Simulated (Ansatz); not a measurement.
# C₄H₂F₄: small, medium and large basis sets

One table from this session's results is given with a row withheld; the runs are named, their logs left out.

Computed with Ansatz 0.2.0, Gaussian basis. Level: one geometry, several basis sets.

Levels to be run: PBE0-D4/def2-SVP; ωB97M-V/def2-SVP; PBE0-D4/def2-QZVPP; ωB97M-V/def2-QZVPP; the functionals' def2-TZVPP values are taken from earlier runs.

## Structure used throughout

The geometry comes from an earlier relaxation with PBE0-D4 in a triple-zeta def2 set; it is a stationary point, not always the lowest conformer.

SMILES `F/C=C(/F)C=C(F)F`, 10 atoms, charge 0, spin multiplicity 1.

Atoms are counted from 1 here; the program's logs count them from 0.

Bond lengths: F1–C2 1.336 Å, C2–C3 1.331 Å, C2–H9 1.081 Å, C3–F4 1.339 Å, C3–C5 1.438 Å, C5–C6 1.326 Å, C5–H10 1.081 Å, C6–F7 1.311 Å, C6–F8 1.305 Å. Angles: F1–C2–C3 120.6°, F1–C2–H9 115.0°, C3–C2–H9 124.3°, C2–C3–F4 117.2°, C2–C3–C5 125.4°, F4–C3–C5 117.5°, C3–C5–C6 126.2°, C3–C5–H10 117.1°, C6–C5–H10 116.7°, C5–C6–F7 123.0°, C5–C6–F8 126.8°, F7–C6–F8 110.2°.

Set-up of the first run:

The input, in.yaml:

```yaml
crystal:
  periodic: [false, false, false]
  atoms:
    - {symbol: F, position_ang: [0.021080, 1.427847, 2.069873]}
    - {symbol: C, position_ang: [0.520567, 0.220965, 1.791367]}
    - {symbol: C, position_ang: [0.364405, -0.314543, 0.583076]}
    - {symbol: F, position_ang: [0.892492, -1.527560, 0.378570]}
    - {symbol: C, position_ang: [-0.324065, 0.303053, -0.518063]}
    - {symbol: C, position_ang: [-0.490341, -0.215079, -1.727732]}
    - {symbol: F, position_ang: [-1.131211, 0.405090, -2.689046]}
    - {symbol: F, position_ang: [-0.064076, -1.375424, -2.145713]}
    - {symbol: H, position_ang: [1.041944, -0.258249, 2.608175]}
    - {symbol: H, position_ang: [-0.747695, 1.282600, -0.347604]}
basis:
  gaussian: {orbitals: def2-SVP}
hamiltonian: {xc: pbe0, dispersion: d4}
output: {orbitals: {seedname: orbitals}}
```

Run with:

```
> ansatz run in.yaml --threads 4 --pin off --events-out ev --progress --plain --max-ram 11315MiB
```

Steps of the session up to this table: PBE0-D4 in def2-SVP; ωB97M-V in def2-SVP; PBE0-D4 in def2-QZVPP; ωB97M-V in def2-QZVPP.

One table of the session follows, with a row left open; its other results are not shown here.

It belongs to the step «Functionals by basis». 

```
functional       basis  HOMO (eV)
   PBE0-D4    def2-SVP      -6.72
   PBE0-D4  def2-TZVPP          ?
   PBE0-D4  def2-QZVPP      -6.86
   ωB97M-V    def2-SVP      -8.80
   ωB97M-V  def2-TZVPP      -8.92
   ωB97M-V  def2-QZVPP      -8.97
```

Estimate the missing values for PBE0-D4, def2-TZVPP.

**Answer.** HOMO (eV): -6.82. In the column «HOMO (eV)» it lies between PBE0-D4, def2-QZVPP (-6.86) and PBE0-D4, def2-SVP (-6.72).
